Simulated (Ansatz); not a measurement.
# C6H15B (triethylborane) at 6 levels

Aim: a comparison of 6 runs (HF/3-21G, B3LYP/6-31G*, B2PLYP/6-31+G*, B3LYP/def2-SVP, PBE0/def2-SVP) of C6H15B (triethylborane). 

The results are computed with Ansatz 0.2.0.

7 further runs of the same task are left out: 2 that didn't finish, 5 set aside as unsound or not needed.

## 1. Starting point

C6H15B has 22 atoms, charge 0, and is taken as a singlet. SMILES: `CCB(CC)CC`. The coordinates come from a PBE0-D4/def2-TZVP relaxation.

Some bond lengths: C1–C2 1.524 Å, C2–B3 1.572 Å, B3–C4 1.573 Å, C4–C5 1.522 Å, B3–C6 1.573 Å, C6–C7 1.538 Å, C1–H8 1.093 Å, C1–H9 1.093 Å, C1–H10 1.093 Å, C2–H11 1.106 Å, C2–H12 1.097 Å, C4–H13 1.104 Å, C4–H14 1.098 Å, C5–H15 1.093 Å, C5–H16 1.093 Å, C5–H17 1.093 Å. Some angles: C1–C2–B3 119.0°, C2–B3–C4 117.5°, C2–B3–C6 121.5°, C4–B3–C6 121.0°, B3–C4–C5 118.9°, B3–C6–C7 108.2°, C1–C2–H11 108.9°, C1–C2–H12 110.6°, B3–C2–H11 102.1°, B3–C2–H12 110.9°.

## 2. Energy and forces at HF/3-21G (run 1)

The input, in.yaml:

```yaml
crystal:
  periodic: [false, false, false]
  atoms:
    - {symbol: C, position_ang: [-0.873420, -2.126590, -1.404660]}
    - {symbol: C, position_ang: [-0.260370, -0.749010, -1.624670]}
    - {symbol: B, position_ang: [0.212770, 0.082420, -0.377120]}
    - {symbol: C, position_ang: [0.214940, 1.650390, -0.507380]}
    - {symbol: C, position_ang: [1.018640, 2.469940, 0.492670]}
    - {symbol: C, position_ang: [0.623380, -0.617940, 0.969640]}
    - {symbol: C, position_ang: [-0.592860, -0.600330, 1.911370]}
    - {symbol: H, position_ang: [-0.232820, -2.760730, -0.787180]}
    - {symbol: H, position_ang: [-1.839780, -2.054050, -0.898660]}
    - {symbol: H, position_ang: [-1.042210, -2.653110, -2.347400]}
    - {symbol: H, position_ang: [0.678100, -0.861380, -2.198260]}
    - {symbol: H, position_ang: [-0.897730, -0.143500, -2.280320]}
    - {symbol: H, position_ang: [-0.852160, 1.923550, -0.438870]}
    - {symbol: H, position_ang: [0.477270, 1.928370, -1.536770]}
    - {symbol: H, position_ang: [0.905070, 3.544520, 0.327830]}
    - {symbol: H, position_ang: [0.711400, 2.263920, 1.521200]}
    - {symbol: H, position_ang: [2.086020, 2.242010, 0.426060]}
    - {symbol: H, position_ang: [1.450860, -0.094440, 1.459600]}
    - {symbol: H, position_ang: [0.939100, -1.655440, 0.823090]}
    - {symbol: H, position_ang: [-1.442310, -1.136870, 1.480690]}
    - {symbol: H, position_ang: [-0.360230, -1.072380, 2.868830]}
    - {symbol: H, position_ang: [-0.923660, 0.420670, 2.120310]}
basis:
  gaussian: {orbitals: 3-21G.json}
hamiltonian: {xc: hf}
accuracy: high
output: {forces: true, orbitals: {seedname: orbitals}}
```

The basis set 3-21G is read from a file made from the Basis Set Exchange's data (not shown).

Command:

```
$ ansatz run in.yaml --threads 1 --pin off --max-ram 3480MiB --events-out events.jsonl --progress --plain --runs-dir runs
```

Standard output:

```text
Warning: RAYON_NUM_THREADS=1 ignored (pool sized by the plan → 1); use --threads N
Functional definition: HF
  name "HF"
[...]
2434 factors; integrals over basis functions are off by at most 1.2e-8 eV
[...]
mean field -7053.24296207 eV, -259.2018979965 hartree, gradient 9.8e-9 eV, S^2 0.000000; 0 other end points of the search recorded, 0 dependent functions left out
[...]
reference -7053.24296207 eV, -259.2018979965 hartree; 28, 28 occupied and 65, 65 virtual orbitals, 2434 factors
Total energy: -7053.24296207 eV, -259.2018979965 hartree
Atom 0 at    -0.873420    -2.126590    -1.404660 Å, force    -0.378080    -0.813725     0.181903 eV/Å
Atom 1 at    -0.260370    -0.749010    -1.624670 Å, force     0.318187     0.507457    -0.783630 eV/Å
Atom 2 at     0.212770     0.082420    -0.377120 Å, force     0.016801    -0.079788     0.188620 eV/Å
Atom 3 at     0.214940     1.650390    -0.507380 Å, force    -0.619647     0.207926    -0.757335 eV/Å
Atom 4 at     1.018640     2.469940     0.492670 Å, force     0.497518     0.437377     0.608805 eV/Å
Atom 5 at     0.623380    -0.617940     0.969640 Å, force     0.861603    -0.280065     0.020141 eV/Å
Atom 6 at    -0.592860    -0.600330     1.911370 Å, force    -0.797188    -0.008352     0.669965 eV/Å
Atom 7 at    -0.232820    -2.760730    -0.787180 Å, force    -0.149900     0.185110    -0.193706 eV/Å
Atom 8 at    -1.839780    -2.054050    -0.898660 Å, force     0.229557     0.002085    -0.134358 eV/Å
Atom 9 at    -1.042210    -2.653110    -2.347400 Å, force     0.056941     0.174571     0.216034 eV/Å
Atom 10 at     0.678100    -0.861380    -2.198260 Å, force    -0.188013    -0.093972     0.016131 eV/Å
Atom 11 at    -0.897730    -0.143500    -2.280320 Å, force     0.069241    -0.195050     0.170144 eV/Å
Atom 12 at    -0.852160     1.923550    -0.438870 Å, force     0.201168     0.065437     0.055545 eV/Å
Atom 13 at     0.477270     1.928370    -1.536770 Å, force     0.040885    -0.004700     0.254677 eV/Å
Atom 14 at     0.905070     3.544520     0.327830 Å, force     0.002560    -0.285886     0.003723 eV/Å
Atom 15 at     0.711400     2.263920     1.521200 Å, force     0.047405     0.059132    -0.291334 eV/Å
Atom 16 at     2.086020     2.242010     0.426060 Å, force    -0.258620     0.051832    -0.012442 eV/Å
Atom 17 at     1.450860    -0.094440     1.459600 Å, force    -0.193696    -0.169207    -0.087612 eV/Å
Atom 18 at     0.939100    -1.655440     0.823090 Å, force    -0.063307     0.259849     0.070274 eV/Å
Atom 19 at    -1.442310    -1.136870     1.480690 Å, force     0.236049     0.114309     0.103620 eV/Å
Atom 20 at    -0.360230    -1.072380     2.868830 Å, force    -0.049778     0.120454    -0.252695 eV/Å
Atom 21 at    -0.923660     0.420670     2.120310 Å, force     0.120314    -0.254794    -0.046469 eV/Å
Dipole moment:    -0.007673     0.000543    -0.013478 e Å
```

It took 11 s on 1 thread of Arm Neoverse N1, shared host.

## 3. Energy and gradient at B3LYP/6-31G(d) (spherical functions) (run 2)

The input, molecule.yaml:

```yaml
crystal:
  periodic: [false, false, false]
  atoms:
    - {symbol: C, position_ang: [-0.873420, -2.126590, -1.404660]}
    - {symbol: C, position_ang: [-0.260370, -0.749010, -1.624670]}
    - {symbol: B, position_ang: [0.212770, 0.082420, -0.377120]}
    - {symbol: C, position_ang: [0.214940, 1.650390, -0.507380]}
    - {symbol: C, position_ang: [1.018640, 2.469940, 0.492670]}
    - {symbol: C, position_ang: [0.623380, -0.617940, 0.969640]}
    - {symbol: C, position_ang: [-0.592860, -0.600330, 1.911370]}
    - {symbol: H, position_ang: [-0.232820, -2.760730, -0.787180]}
    - {symbol: H, position_ang: [-1.839780, -2.054050, -0.898660]}
    - {symbol: H, position_ang: [-1.042210, -2.653110, -2.347400]}
    - {symbol: H, position_ang: [0.678100, -0.861380, -2.198260]}
    - {symbol: H, position_ang: [-0.897730, -0.143500, -2.280320]}
    - {symbol: H, position_ang: [-0.852160, 1.923550, -0.438870]}
    - {symbol: H, position_ang: [0.477270, 1.928370, -1.536770]}
    - {symbol: H, position_ang: [0.905070, 3.544520, 0.327830]}
    - {symbol: H, position_ang: [0.711400, 2.263920, 1.521200]}
    - {symbol: H, position_ang: [2.086020, 2.242010, 0.426060]}
    - {symbol: H, position_ang: [1.450860, -0.094440, 1.459600]}
    - {symbol: H, position_ang: [0.939100, -1.655440, 0.823090]}
    - {symbol: H, position_ang: [-1.442310, -1.136870, 1.480690]}
    - {symbol: H, position_ang: [-0.360230, -1.072380, 2.868830]}
    - {symbol: H, position_ang: [-0.923660, 0.420670, 2.120310]}
basis:
  gaussian:
    orbitals: 6-31G_st_-spherical.json
hamiltonian:
  xc: {name: B3LYP}
output: {forces: true, orbitals: {seedname: orbitals}}
accuracy: high
```

The basis set 6-31G* is read from a file made from the Basis Set Exchange's data (not shown).

Command:

```
$ ansatz run molecule.yaml --threads 1 --pin off --max-ram 3480MiB --events-out events.jsonl --progress --plain --runs-dir runs
```

Standard output (excerpt; [...] marks lines left out):

```text
Warning: RAYON_NUM_THREADS=1 ignored (pool sized by the plan → 1); use --threads N
Functional definition: B3LYP
  name "B3LYP"
[...]
3396 factors; integrals over basis functions are off by at most 7.2e-9 eV
[...]
mean field -7143.88318100 eV, -262.5328646037 hartree, gradient 6.9e-8 eV, S^2 0.000000; 0 other end points of the search recorded, 0 dependent functions left out
[...]
reference -7143.88322741 eV, -262.5328663093 hartree; 28, 28 occupied and 100, 100 virtual orbitals, 3396 factors
Total energy: -7143.88322741 eV, -262.5328663093 hartree
Atom 0 at    -0.873420    -2.126590    -1.404660 Å, force    -0.086148    -0.188227    -0.009385 eV/Å
Atom 1 at    -0.260370    -0.749010    -1.624670 Å, force     0.084349     0.143796    -0.123925 eV/Å
Atom 2 at     0.212770     0.082420    -0.377120 Å, force     0.039550    -0.011032     0.011399 eV/Å
[...]
Atom 12 at    -0.852160     1.923550    -0.438870 Å, force    -0.103384     0.057241     0.012089 eV/Å
Atom 13 at     0.477270     1.928370    -1.536770 Å, force     0.041540     0.056708    -0.103919 eV/Å
Atom 14 at     0.905070     3.544520     0.327830 Å, force    -0.001640     0.136693    -0.010279 eV/Å
Atom 15 at     0.711400     2.263920     1.521200 Å, force    -0.025289    -0.004909     0.112791 eV/Å
Atom 16 at     2.086020     2.242010     0.426060 Å, force     0.127804    -0.010461     0.002082 eV/Å
Atom 17 at     1.450860    -0.094440     1.459600 Å, force     0.089037     0.026627     0.066949 eV/Å
Atom 18 at     0.939100    -1.655440     0.823090 Å, force     0.046914    -0.111962     0.012351 eV/Å
Atom 19 at    -1.442310    -1.136870     1.480690 Å, force    -0.103402    -0.060482    -0.022018 eV/Å
Atom 20 at    -0.360230    -1.072380     2.868830 Å, force     0.006893    -0.056695     0.129167 eV/Å
Atom 21 at    -0.923660     0.420670     2.120310 Å, force    -0.046435     0.098791     0.045669 eV/Å
Dipole moment:    -0.008580     0.003288    -0.015315 e Å
```

Wall time 64 s (1 thread of Arm Neoverse N1, shared host); peak memory 0.65 GiB.

Run 3 isn't shown in full; the table further down has it.

## 4. Energy and gradient at B2PLYP/6-31+G(d) (spherical functions) (run 4)

The input, input.yaml:

```yaml
basis:
  gaussian:
    orbitals: 6-31+G_st_-spherical.json
crystal:
  periodic: [false, false, false]
  atoms:
    - {symbol: C, position_ang: [-0.873420, -2.126590, -1.404660]}
    - {symbol: C, position_ang: [-0.260370, -0.749010, -1.624670]}
    - {symbol: B, position_ang: [0.212770, 0.082420, -0.377120]}
    - {symbol: C, position_ang: [0.214940, 1.650390, -0.507380]}
    - {symbol: C, position_ang: [1.018640, 2.469940, 0.492670]}
    - {symbol: C, position_ang: [0.623380, -0.617940, 0.969640]}
    - {symbol: C, position_ang: [-0.592860, -0.600330, 1.911370]}
    - {symbol: H, position_ang: [-0.232820, -2.760730, -0.787180]}
    - {symbol: H, position_ang: [-1.839780, -2.054050, -0.898660]}
    - {symbol: H, position_ang: [-1.042210, -2.653110, -2.347400]}
    - {symbol: H, position_ang: [0.678100, -0.861380, -2.198260]}
    - {symbol: H, position_ang: [-0.897730, -0.143500, -2.280320]}
    - {symbol: H, position_ang: [-0.852160, 1.923550, -0.438870]}
    - {symbol: H, position_ang: [0.477270, 1.928370, -1.536770]}
    - {symbol: H, position_ang: [0.905070, 3.544520, 0.327830]}
    - {symbol: H, position_ang: [0.711400, 2.263920, 1.521200]}
    - {symbol: H, position_ang: [2.086020, 2.242010, 0.426060]}
    - {symbol: H, position_ang: [1.450860, -0.094440, 1.459600]}
    - {symbol: H, position_ang: [0.939100, -1.655440, 0.823090]}
    - {symbol: H, position_ang: [-1.442310, -1.136870, 1.480690]}
    - {symbol: H, position_ang: [-0.360230, -1.072380, 2.868830]}
    - {symbol: H, position_ang: [-0.923660, 0.420670, 2.120310]}
hamiltonian:
  xc: {name: B2PLYP}
correlation:
  frozen_orbitals: {B: 1, C: 1, H: 0}
accuracy: high
output: {forces: true, orbitals: {seedname: orbitals}}
```

The basis set 6-31+G* is read from a file made from the Basis Set Exchange's data (not shown).

Command:

```
$ ansatz run input.yaml --threads 1 --pin off --max-ram 3480MiB --events-out events.jsonl --progress --plain --runs-dir runs
```

Standard output (excerpt; [...] marks lines left out):

```text
Warning: RAYON_NUM_THREADS=1 ignored (pool sized by the plan → 1); use --threads N
Functional definition: B2PLYP
  name "B2PLYP"
[...]
3812 factors; integrals over basis functions are off by at most 3.7e-9 eV
[...]
mean field -7126.21213851 eV, -261.8834657702 hartree, gradient 9.4e-8 eV, S^2 0.000000; 0 other end points of the search recorded, 0 dependent functions left out
7 core orbitals not correlated: weight in the atoms' cores, before any rotation towards them, 1.000 or more for the frozen orbitals, at most 0.000 for the correlated occupied ones
reference -7126.21217751 eV, -261.8834672032 hartree; 21, 21 occupied and 128, 128 virtual orbitals, 3812 factors
second order -28.80655196 eV of doubles, -0.00000000 eV of singles
[...]
Total energy: -7133.98994654 eV, -262.1692949431 hartree
Atom 0 at    -0.873420    -2.126590    -1.404660 Å, force    -0.109459    -0.221465     0.028417 eV/Å
[...]
Atom 12 at    -0.852160     1.923550    -0.438870 Å, force    -0.069409     0.046844     0.020280 eV/Å
Atom 13 at     0.477270     1.928370    -1.536770 Å, force     0.049421     0.038790    -0.069296 eV/Å
Atom 14 at     0.905070     3.544520     0.327830 Å, force    -0.008028     0.083504    -0.016363 eV/Å
Atom 15 at     0.711400     2.263920     1.521200 Å, force    -0.023282     0.000297     0.059940 eV/Å
Atom 16 at     2.086020     2.242010     0.426060 Å, force     0.079447    -0.006704    -0.010365 eV/Å
Atom 17 at     1.450860    -0.094440     1.459600 Å, force     0.060117     0.011070     0.039191 eV/Å
Atom 18 at     0.939100    -1.655440     0.823090 Å, force     0.038634    -0.067852     0.007510 eV/Å
Atom 19 at    -1.442310    -1.136870     1.480690 Å, force    -0.057911    -0.044052    -0.013473 eV/Å
Atom 20 at    -0.360230    -1.072380     2.868830 Å, force     0.007477    -0.034996     0.079635 eV/Å
Atom 21 at    -0.923660     0.420670     2.120310 Å, force    -0.018922     0.061904     0.031655 eV/Å
Dipole moment:    -0.003561    -0.000224    -0.010448 e Å
```

Wall time 4.4 min (1 thread of Arm Neoverse N1, shared host); peak memory 1 GiB.

Run 5 isn't shown in full; the table further down has it.

## 5. Energy and gradient at PBE0/def2-SVP (run 6)

Edit molecule.yaml of step 3 so:

```diff
@@ -26,7 +26,6 @@
 basis:
-  gaussian:
-    orbitals: 6-31G_st_-spherical.json
-hamiltonian:
-  xc: {name: B3LYP}
+  gaussian: {orbitals: def2-SVP}
+total_charge: 0
+hamiltonian: {xc: pbe0}
+accuracy: high
 output: {forces: true, orbitals: {seedname: orbitals}}
-accuracy: high
```

Command:

```
$ ansatz run molecule.yaml --threads 1 --pin off --max-ram 3480MiB --events-out events.jsonl --progress --plain --runs-dir runs
```

Standard output (excerpt; [...] marks lines left out):

```text
Warning: RAYON_NUM_THREADS=1 ignored (pool sized by the plan → 1); use --threads N
Functional definition: PBE0
  name "PBE0"
[...]
4483 factors; integrals over basis functions are off by at most 2.0e-8 eV
[...]
mean field -7129.63053304 eV, -262.0090894520 hartree, gradient 8.4e-8 eV, S^2 0.000000; 0 other end points of the search recorded, 0 dependent functions left out
[...]
reference -7129.63053646 eV, -262.0090895777 hartree; 28, 28 occupied and 145, 145 virtual orbitals, 4483 factors
Total energy: -7129.63053646 eV, -262.0090895777 hartree
Atom 0 at    -0.873420    -2.126590    -1.404660 Å, force     0.113214     0.247301    -0.068301 eV/Å
Atom 1 at    -0.260370    -0.749010    -1.624670 Å, force    -0.120792    -0.216087     0.136712 eV/Å
Atom 2 at     0.212770     0.082420    -0.377120 Å, force     0.020887     0.014890    -0.042944 eV/Å
[...]
Atom 12 at    -0.852160     1.923550    -0.438870 Å, force    -0.248787     0.033815    -0.001803 eV/Å
Atom 13 at     0.477270     1.928370    -1.536770 Å, force     0.046619     0.053788    -0.256052 eV/Å
Atom 14 at     0.905070     3.544520     0.327830 Å, force    -0.016155     0.287146    -0.024628 eV/Å
Atom 15 at     0.711400     2.263920     1.521200 Å, force    -0.070724    -0.035555     0.276486 eV/Å
Atom 16 at     2.086020     2.242010     0.426060 Å, force     0.284580    -0.045905    -0.004327 eV/Å
Atom 17 at     1.450860    -0.094440     1.459600 Å, force     0.215042     0.129073     0.109246 eV/Å
Atom 18 at     0.939100    -1.655440     0.823090 Å, force     0.088511    -0.262193    -0.049832 eV/Å
Atom 19 at    -1.442310    -1.136870     1.480690 Å, force    -0.235617    -0.139374    -0.090706 eV/Å
Atom 20 at    -0.360230    -1.072380     2.868830 Å, force     0.037233    -0.125024     0.274456 eV/Å
Atom 21 at    -0.923660     0.420670     2.120310 Å, force    -0.103394     0.259320     0.074059 eV/Å
Dipole moment:    -0.012644     0.004587    -0.014111 e Å
```

Wall time 96 s (1 thread of Arm Neoverse N1, shared host); peak memory 1.1 GiB.

## 6. All runs side by side

| run | level | Cartesian functions | frozen core orbitals | energy (Eh) | dipole moment (D) | HOMO energy (eV) | LUMO energy (eV) | wall time |
| --- | --- | --- | --- | --- | --- | --- | --- | --- |
| 1 | HF/3-21G | no | – | -259.201898 | 0.07 | -11.03 | 4.03 | 11 s |
| 2 | B3LYP/6-31G* (spherical functions) | no | – | -262.532866 | 0.09 | -7.43 | -0.04 | 64 s |
| 3 | B3LYP/6-31G* (Cartesian functions) | yes | – | -262.537275 | 0.08 | -7.43 | -0.04 | 67 s |
| 4 | B2PLYP/6-31+G* (spherical functions) | no | 7 | -262.169295 | 0.05 | -9.09 | 0.59 | 4.4 min |
| 5 | B3LYP/def2-SVP | no | – | -262.348574 | 0.08 | -7.60 | -0.30 | 97 s |
| 6 | PBE0/def2-SVP | no | – | -262.009090 | 0.09 | -7.81 | -0.10 | 96 s |

## 7. Summary of results

```
                       quantity          value
            run 6: total energy  -262.00909 Eh
           run 6: dipole moment         0.09 D
             run 6: HOMO energy       -7.81 eV
             run 6: LUMO energy       -0.10 eV
           run 6: HOMO–LUMO gap        7.71 eV
run 6: largest force on an atom     0.322 eV/Å
```

**Reading.** The dipole moment (its size) runs from 0.05 D (B2PLYP/6-31+G*) to 0.09 D (PBE0/def2-SVP). The two ends differ in method and basis. A double hybrid's value is that of its SCF part. The HOMO–LUMO gap runs from 7.31 eV (B3LYP/def2-SVP) to 15.06 eV (HF/3-21G). Totals of different functionals can't be ranked against each other. All runs together took 10 min, the longest 4.4 min.
